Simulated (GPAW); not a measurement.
A run of GPAW 26.7.0 is set up as follows.

File run.py:

```python
from ase import Atoms
from ase.dft.bandgap import bandgap
from ase.io import write
from ase.units import GPa
from gpaw import GPAW, PW

atoms = Atoms(['Nb', 'Te'],
              cell=[[3.4257, 0.0, 0.0],
                    [0.0, 3.4257, 0.0],
                    [0.0, 0.0, 3.4257]],
              scaled_positions=[[0.5, 0.5, 0.5],
                                [0.0, 0.0, 0.0]],
              pbc=True)

calc = GPAW(mode=PW(600),
            xc='PBE',
            kpts={'size': (8, 8, 8), 'gamma': True},
            occupations={'name': 'fermi-dirac', 'width': 0.05},
            setups={'Nb': ':d,5.0'},
            nbands=20,
            convergence={'density': 1e-05, 'energy': 1e-05},
            maxiter=150,
            txt='gpaw.txt')
atoms.calc = calc
energy = atoms.get_potential_energy()
forces = atoms.get_forces()
stress = atoms.get_stress()
calc.write('gs.gpw')
write('result.traj', atoms)
print(f'Energy: {energy:.6f} eV')
print('Forces (eV/A):')
print(forces.round(4))
print('Stress (GPa):', (stress / GPa).round(3))
print('Fermi level:', round(calc.get_fermi_level(), 4), 'eV')
print(f'Gap: {bandgap(calc)[0]:.4f} eV, direct: {bandgap(calc, direct=True)[0]:.4f} eV')

path = atoms.cell.bandpath('GXMGRX,MR', npoints=60, eps=1e-4)
bs_calc = calc.fixed_density(kpts=path, symmetry='off', nbands=32,
                             convergence={'bands': 'CBM+6.0', 'eigenstates': 1e-6}, txt='bands.txt')
bs = bs_calc.band_structure()
bs.write('bs.json')
print(f'Gap on the path: {bandgap(bs_calc)[0]:.4f} eV')
```

Potentials or basis: GPAW PAW data sets (gpaw-data 1.2.1), pw.

Command:

```bash
$ OMP_NUM_THREADS=1 python run.py
```

(1) What does it give for the band gap along the path?

(2) Estimate the pressure.

## Answers

(1) none (metal or under the smearing width).

(2) 11.3 GPa.

Caveat: spin-orbit coupling is left out, which moves the levels of the heavy elements; U without spin polarisation on a metal has little footing; the U is typed as a test and isn't derived for this compound.
